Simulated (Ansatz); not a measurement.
# CH₃FGeS: up Jacob's ladder to CCSD(T)

How much do the methods differ for CH₃FGeS? The plan is to run it at one geometry with functionals of several rungs and with coupled cluster. The yardstick is the atomisation energy at the CCSD(T) limit.

Method: functionals in def2-TZVPP, the program's frozen cores in correlated methods; program: Ansatz 0.2.0, Gaussian basis.

Plan: LDA (SPW92), PBE-D4, revPBE-D4, BLYP-D4, r2SCAN-D4, B97M-V, PBE0-D4, B3LYP-D4, r2SCANh-D4, r2SCAN0-D4, HSE06-D4, BHLYP-D4, CAM-B3LYP-D4, LC-ωPBE, ωB97X-V, ωB97M-V, B2PLYP, PBE-QIDH; CCSD(T)/def2-SVP; CCSD(T)/def2-TZVPP; MP2/def2-QZVPP; extrapolation to the limit; RPA on PBE.

**1. The geometry**

An earlier PBE0-D4 in a triple-zeta def2 set relaxation fixed the geometry.

SMILES `C[S][Ge][F]`, 7 atoms, charge 0, spin multiplicity 1.

Atoms are counted from 1 here; the program's logs count them from 0.

Bond lengths: C1–S2 1.812 Å, C1–H5 1.089 Å, C1–H6 1.089 Å, C1–H7 1.088 Å, S2–Ge3 2.225 Å, Ge3–F4 1.769 Å. Angles: S2–C1–H5 108.4°, S2–C1–H6 108.4°, S2–C1–H7 110.6°, H5–C1–H6 109.4°, H5–C1–H7 110.0°, H6–C1–H7 110.0°, C1–S2–Ge3 106.6°, S2–Ge3–F4 98.8°.

**2. LDA**

This LDA is Slater exchange with PW92 correlation.

Contents of in.yaml:

```yaml
crystal:
  periodic: [false, false, false]
  atoms:
    - {symbol: C, position_ang: [-0.605466, 0.439179, 0.505523]}
    - {symbol: S, position_ang: [-0.887148, -0.729773, -0.850423]}
    - {symbol: Ge, position_ang: [1.120073, -1.369148, -1.566014]}
    - {symbol: F, position_ang: [2.118343, -0.419777, -0.456017]}
    - {symbol: H, position_ang: [-1.068390, 1.389317, 0.242154]}
    - {symbol: H, position_ang: [-1.076688, 0.043570, 1.404337]}
    - {symbol: H, position_ang: [0.460375, 0.578730, 0.674840]}
basis:
  gaussian: {orbitals: def2-TZVPP}
hamiltonian: {xc: lda}
output: {orbitals: {seedname: orbitals}}
```

The run is started by

```
$ ansatz run in.yaml --threads 4 --pin off --events-out ev --progress --plain --max-ram 10444MiB
```

The runs that follow: PBE-D4 (GGA); revPBE-D4 (GGA); BLYP-D4 (GGA); r2SCAN-D4 (meta-GGA); B97M-V (meta-GGA); PBE0-D4 (hybrid); B3LYP-D4 (hybrid); r2SCANh-D4 (hybrid); r2SCAN0-D4 (hybrid); HSE06-D4 (hybrid); BHLYP-D4 (hybrid); CAM-B3LYP-D4 (range-separated); LC-ωPBE (range-separated); ωB97X-V (range-separated); ωB97M-V (range-separated); B2PLYP (double hybrid); PBE-QIDH (double hybrid); CCSD(T) in def2-SVP; CCSD(T) in def2-TZVPP; MP2 in def2-QZVPP; RPA on PBE orbitals.

Before running them: what should the planned runs give, taken together? Wanted: atomisation energy, CCSD(T)/CBS; farthest beyond LDA; mean size of error, GGA; mean size of error, meta-GGA; mean size of error, hybrid; mean size of error, range-separated; mean size of error, double hybrid; gap, smallest and largest; T1 diagnostic.

**Answer**, as computed:

| quantity | value |
| --- | --- |
| atomisation energy, CCSD(T)/CBS | 25.483 eV |
| functionals within 0.255 eV (1.0 %) | revPBE-D4, BLYP-D4, r2SCAN-D4, B97M-V, PBE0-D4, B3LYP-D4, r2SCANh-D4, HSE06-D4, CAM-B3LYP-D4, ωB97X-V, ωB97M-V |
| farthest beyond LDA | BHLYP-D4 (-1.045 eV) |
| mean size of error, GGA | 0.271 eV |
| mean size of error, meta-GGA | 0.152 eV |
| mean size of error, hybrid | 0.310 eV |
| mean size of error, range-separated | 0.136 eV |
| mean size of error, double hybrid | 0.356 eV |
| gap, smallest and largest | 3.30 eV (LDA (SPW92)), 9.76 eV (LC-ωPBE) |
| T1 diagnostic | 0.0146 |
| triples share of the correlation energy | 4.0 % |

In words: LDA overbinds by 4.061 eV (16 %). PBE-D4 misses by +0.674 eV. Double hybrids carry the basis error of their MP2 part in triple zeta, and no dispersion term here, so their miss is partly the set-up's. The rungs range-separated, meta-GGA miss on average by less than the doubt on the reference (0.255 eV), so they tie. Misses under about 0.255 eV are within the doubt on the reference itself, which lacks core-valence correlation, relativity and higher excitations, and its outer-core shells are covered unevenly. Hartree-Fock recovers 70 % of the binding; the rest is correlation. CCSD(T) in def2-SVP is off by -1.891 eV, which most functionals beat. The gap grows from 3.3 to 9.8 eV across the functionals, mostly with the share of exact exchange. Correlated methods include outer-core shells of Ge, which these sets cover unevenly.
